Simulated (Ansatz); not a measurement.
# CH₃F₃Ge: up Jacob's ladder to CCSD(T)

How much do the methods differ for CH₃F₃Ge? The plan is to run it at one geometry with functionals of several rungs and with coupled cluster. The yardstick is the atomisation energy at the CCSD(T) limit.

Computed with Ansatz 0.2.0, Gaussian basis. Level: functionals in def2-TZVPP, the program's frozen cores in correlated methods.

Levels to be run: LDA (SPW92), PBE-D4, revPBE-D4, BLYP-D4, r2SCAN-D4, B97M-V, PBE0-D4, B3LYP-D4, r2SCANh-D4, r2SCAN0-D4, HSE06-D4, BHLYP-D4, CAM-B3LYP-D4, LC-ωPBE, ωB97X-V, ωB97M-V, B2PLYP, PBE-QIDH; CCSD(T)/def2-SVP; CCSD(T)/def2-TZVPP; MP2/def2-QZVPP; extrapolation to the limit; RPA on PBE.

### 1 Structure used throughout

All runs share one geometry, relaxed beforehand with PBE0-D4 in a triple-zeta def2 set.

SMILES `F[C](F)(F)[GeH3]`, 8 atoms, charge 0, spin multiplicity 1.

Atoms are counted from 1 here; the program's logs count them from 0.

Bond lengths: F1–C2 1.343 Å, C2–F3 1.343 Å, C2–F4 1.343 Å, C2–Ge5 2.008 Å, Ge5–H6 1.530 Å, Ge5–H7 1.530 Å, Ge5–H8 1.530 Å. Angles: F1–C2–F3 106.9°, F1–C2–F4 106.9°, F1–C2–Ge5 111.9°, F3–C2–F4 106.9°, F3–C2–Ge5 111.9°, F4–C2–Ge5 111.9°, C2–Ge5–H6 107.2°, C2–Ge5–H7 107.2°, C2–Ge5–H8 107.2°, H6–Ge5–H7 111.6°, H6–Ge5–H8 111.6°, H7–Ge5–H8 111.7°.

Geometry (Å):

```tsv
atom	x (Å)	y (Å)	z (Å)
F1	0.49982	-0.99100	1.59229
C2	0.68799	-0.65200	0.30623
F3	0.66249	-1.79029	-0.40654
F4	1.93319	-0.15740	0.20980
Ge5	-0.69003	0.66143	-0.33154
H6	-0.57003	1.90679	0.54956
H7	-0.37351	0.97325	-1.79587
H8	-2.05773	-0.00788	-0.17973
```

### 2 LDA

This LDA is Slater exchange with PW92 correlation.

The input, in.yaml:

```yaml
crystal:
  periodic: [false, false, false]
  atoms:
    - {symbol: F, position_ang: [0.499818, -0.990999, 1.592289]}
    - {symbol: C, position_ang: [0.687990, -0.652002, 0.306228]}
    - {symbol: F, position_ang: [0.662491, -1.790294, -0.406540]}
    - {symbol: F, position_ang: [1.933193, -0.157398, 0.209804]}
    - {symbol: Ge, position_ang: [-0.690026, 0.661430, -0.331545]}
    - {symbol: H, position_ang: [-0.570028, 1.906786, 0.549557]}
    - {symbol: H, position_ang: [-0.373506, 0.973252, -1.795867]}
    - {symbol: H, position_ang: [-2.057733, -0.007876, -0.179727]}
basis:
  gaussian: {orbitals: def2-TZVPP}
hamiltonian: {xc: lda}
output: {orbitals: {seedname: orbitals}}
```

The run is started by

```sh
$ ansatz run in.yaml --threads 4 --pin off --events-out ev --progress --plain --max-ram 10444MiB
```

Further steps of the session: PBE-D4 (GGA); revPBE-D4 (GGA); BLYP-D4 (GGA); r2SCAN-D4 (meta-GGA); B97M-V (meta-GGA); B3LYP-D4 (hybrid); r2SCANh-D4 (hybrid); r2SCAN0-D4 (hybrid); HSE06-D4 (hybrid); BHLYP-D4 (hybrid); CAM-B3LYP-D4 (range-separated); LC-ωPBE (range-separated); ωB97X-V (range-separated); ωB97M-V (range-separated); B2PLYP (double hybrid); PBE-QIDH (double hybrid); CCSD(T) in def2-SVP; CCSD(T) in def2-TZVPP; MP2 in def2-QZVPP; RPA on PBE orbitals.

Q: Predict the results of all the runs planned. Wanted: atomisation energy, CCSD(T)/CBS; farthest beyond LDA; mean size of error, GGA; mean size of error, meta-GGA; mean size of error, hybrid; mean size of error, range-separated; mean size of error, double hybrid; gap, smallest and largest; T1 diagnostic.

**Answer**, as computed:

| quantity | value |
| --- | --- |
| atomisation energy, CCSD(T)/CBS | 633.3 kcal/mol |
| functionals within 6.3 kcal/mol (1.0 %) | revPBE-D4, BLYP-D4, r2SCAN-D4, B97M-V, PBE0-D4, r2SCANh-D4, HSE06-D4, CAM-B3LYP-D4, LC-ωPBE, ωB97X-V, ωB97M-V |
| farthest beyond LDA | BHLYP-D4 (-35.5 kcal/mol) |
| mean size of error, GGA | 8.6 kcal/mol |
| mean size of error, meta-GGA | 2.9 kcal/mol |
| mean size of error, hybrid | 11.6 kcal/mol |
| mean size of error, range-separated | 2.2 kcal/mol |
| mean size of error, double hybrid | 9.4 kcal/mol |
| gap, smallest and largest | 7.40 eV (LDA (SPW92)), 14.69 eV (LC-ωPBE) |
| T1 diagnostic | 0.0125 |
| triples share of the correlation energy | 3.1 % |

The LDA atomisation energy is off by 125.5 kcal/mol (20 %): it overbinds. PBE-D4 misses by +17.7 kcal/mol. Double hybrids carry the basis error of their MP2 part in triple zeta, and no dispersion term here, so their miss is partly the set-up's. The rungs range-separated, meta-GGA miss on average by less than the doubt on the reference (6.3 kcal/mol), so they tie. The reference freezes the cores and leaves out relativity and excitations past (T), and its outer-core shells are covered unevenly, so misses under about 6.3 kcal/mol can't be ranked. Hartree-Fock recovers 68 % of the binding; the rest is correlation. CCSD(T) in def2-SVP is off by -36.4 kcal/mol, so the small basis spoils what the method gains. The gap grows from 7.4 to 14.7 eV across the functionals, mostly with the share of exact exchange. Correlated methods include outer-core shells of Ge, which these sets cover unevenly.
